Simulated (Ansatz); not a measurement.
# GaH2 (doublet): from Hartree-Fock to the top rungs, aug-cc-pVTZ

How much of the correlation energy of GaH2 (doublet) does each wave-function method recover here?

Program: Ansatz 0.2.0, Gaussian basis. Level of theory: aug-cc-pVTZ, core rule «outside noble gas», up to 14 orbitals frozen. These are calculated values, not measurements.

Plan: UHF; CCSD(T) on ROHF; CCSD(T) on UHF; BCCD(T) on ROHF; CCSDT(Q) on ROHF; CCSDT(Q) on UHF; CASSCF and NEVPT2, 5 electrons in 6 orbitals.

24 further runs of the same task are left out: 4 for a known fault of the program, 9 that didn't finish, 11 set aside as unsound or not needed.

### 1 The system

The geometry is a PBE0/def2-TZVP stationary point (not a proven minimum) of the parent state, kept for this charge and spin. No spin-orbit coupling is included. The filled d shell of Ga may be among the frozen orbitals whatever the setting's name suggests; the logs give the count.

3 atoms, charge 0, spin multiplicity 2.

Atoms are counted from 1 here; the program's logs count them from 0.

Bond lengths: Ga1–H2 1.768 Å, Ga1–H3 1.768 Å. Angles: H2–Ga1–H3 71.9°.

Coordinates:

```xyz
3
charge 0, multiplicity 2
Ga    0.0000    0.0000   -0.0402
H     0.0000    1.0383    1.3910
H     0.0000   -1.0383    1.3910
```

### 2 UHF

Input file in.yaml:

```yaml
crystal:
  periodic: [false, false, false]
  atoms:
    - {symbol: Ga, position_ang: [0.000000, 0.000000, -0.040218]}
    - {symbol: H, position_ang: [0.000000, 1.038252, 1.391008]}
    - {symbol: H, position_ang: [0.000000, -1.038252, 1.391008]}
basis:
  gaussian: {orbitals: aug-cc-pVTZ}
magnetization: {spin_polarized: true, initial_magnetization: 1}
hamiltonian: {xc: hf}
output: {orbitals: {seedname: orbitals}}
```

Run with:

```
> ansatz run in.yaml --threads 1 --pin off --events-out ev --progress --plain --max-ram 2393MiB
```

After this run come: CCSD(T) on ROHF; CCSD(T) on UHF; BCCD(T) on ROHF; CCSDT(Q) on ROHF; CCSDT(Q) on UHF; CASSCF and NEVPT2, 5 electrons in 6 orbitals.

Q: Predict the results of all the runs planned. Wanted: UCCSDT(Q) below the RHF energy; RMP2 from UCCSDT(Q); UMP2 from UCCSDT(Q); RCCSD from UCCSDT(Q); RCCSD(T) from UCCSDT(Q); UCCSD(T) from UCCSDT(Q); RCCSDT(Q) from UCCSDT(Q); NEVPT2 valence from UCCSDT(Q); T1 diagnostic.

**Answer**, as computed:

```
                         quantity                                                   value
   UCCSDT(Q) below the RHF energy                                              -2.7290 eV
              RMP2 from UCCSDT(Q)                                              +675.9 meV
              UMP2 from UCCSDT(Q)                                              +671.3 meV
             RCCSD from UCCSDT(Q)                                               +99.9 meV
          RCCSD(T) from UCCSDT(Q)                                               +30.5 meV
          UCCSD(T) from UCCSDT(Q)                                               +22.2 meV
         RCCSDT(Q) from UCCSDT(Q)                                                +8.5 meV
    NEVPT2 valence from UCCSDT(Q)                                              +432.0 meV
levels within 1 kcal/mol (43 meV)  RCCSD(T), UCCSD(T), BCCD(T), RCCSDT, UCCSDT, RCCSDT(Q)
                    T1 diagnostic                                                   0.031
   effectively unpaired electrons                                                    1.04
```

What this shows: RCCSD(T) misses by +30.5 meV, 1.1 % of the correlation energy. One determinant dominates. These misses are within one basis, not against nature; the frozen cores of restricted and unrestricted runs differ, which can shift their rows.
